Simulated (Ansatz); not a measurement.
# BF2H3O: the cost of one run

All numbers below are computed with Ansatz 0.2.0 (RKS PBE0-D4/def2-SVP).

## Step 1: The starting structure

Bond lengths: B1–F2 1.670 Å, B1–F3 1.320 Å, B1–O4 1.410 Å, O4–H5 1.010 Å. Angles: F2–B1–F3 120.0°, F2–B1–O4 120.0°, F3–B1–O4 120.0°, B1–O4–H5 109.5°.

Structure file:

```xyz
7

B     0.0000    0.0000    0.0000
F     0.0000    0.0000    1.6700
F     1.1431    0.0000   -0.6600
O    -1.2211    0.0000   -0.7050
H    -1.7308   -0.8467   -0.4965
H     0.0668    1.4124    0.4698
H     0.0526    1.1131    1.3144
```

## Step 2: A restrained relaxation towards end A

Springs on the bonds that form and break draw the guess towards this end; the thresholds are loose.

input.yaml

```yaml
crystal:
  periodic: [false, false, false]
  atoms:
    - { symbol: B, position_ang: [0.0, 0.0, 0.0] }
    - { symbol: F, position_ang: [0.0, 0.0, 1.67] }
    - { symbol: F, position_ang: [1.1431, 0.0, -0.66] }
    - { symbol: O, position_ang: [-1.2211, 0.0, -0.705] }
    - { symbol: H, position_ang: [-1.7308, -0.8467, -0.4965] }
    - { symbol: H, position_ang: [0.0668, 1.4124, 0.4698] }
    - { symbol: H, position_ang: [0.0526, 1.1131, 1.3144] }
basis:
  gaussian: { orbitals: def2-SVP }
hamiltonian:
  xc: pbe0
  dispersion: d4
relax:
  f_tol: 0.15
  max_steps: 25
  restrain:
    - { distance: [0, 5], at: 2.39, k: 30.0 }
    - { distance: [6, 1], at: 2.12, k: 30.0 }
    - { distance: [0, 1], at: 1.32, k: 30.0 }
    - { distance: [6, 5], at: 0.66, k: 30.0 }
```

Run with:

```
ansatz run input.yaml --threads 1 --pin off --max-ram 2048MiB --backend cpu --events-out ev --progress --plain --runs-dir out
```

Q: Estimate wall time and peak memory on 1 thread of Arm Neoverse V1, shared host.

About 20 s, with a peak of 0.14 GiB.
